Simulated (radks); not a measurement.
# La in [Kr] 4d10 5s2 5p4 5d3 6s2: an all-electron calculation

What are the levels of neutral lanthanum, how large are its shells, and how does its energy divide?

Program: radks (a radial shooting solver on a logarithmic mesh, Libxc functionals) version 1. Level of theory: Dirac Kohn-Sham, BLYP, spin-unpolarised, spherical densities, finite nucleus; open shells fill j = l - 1/2 first. These are calculated values, not measurements, unless marked.

### Step 1. The atom as given

```
element            : lanthanum (Z = 57)
charge             : 0
electrons          : 57
configuration      : [Kr] 4d10 5s2 5p4 5d3 6s2
nuclear rms radius : 4.855 fm
```

### Step 2. The calculation

The run's settings:

```text
Z 57
configuration [Kr] 4d10 5s2 5p4 5d3 6s2
relativity Dirac
functional b88,lyp
spin unpolarised
j_filling energy
nucleus finite rms 4.855 fm
c 137.035999084
```

Command:

```console
$ python run_ks.py task.json out
```

This one command runs every case of the session in turn.

**Question.** What will this run give?

**Answer**, as computed:

| quantity | value |
| --- | --- |
| total energy | -8496.4717 hartree |
| exchange-correlation share of it | 2.41 % |
| −T/E | 1.0701 |
| highest occupied level | 6s1/2, -3.927 eV |
| most extended occupied level | 6s1/2, <r> = 4.18 bohr |
| radius at density 0.001 e/bohr³ | 5.44 bohr |
| maxima of the radial density | 4 |

6 principal shells are occupied and 4 maxima appear in the radial density; where shells overlap, one shows as a shoulder or not at all. Relativity lifts −T/E to 1.070. This is not the tabulated ground configuration, so its levels and sizes aren't those of the ground state, and no measured value stands beside it.
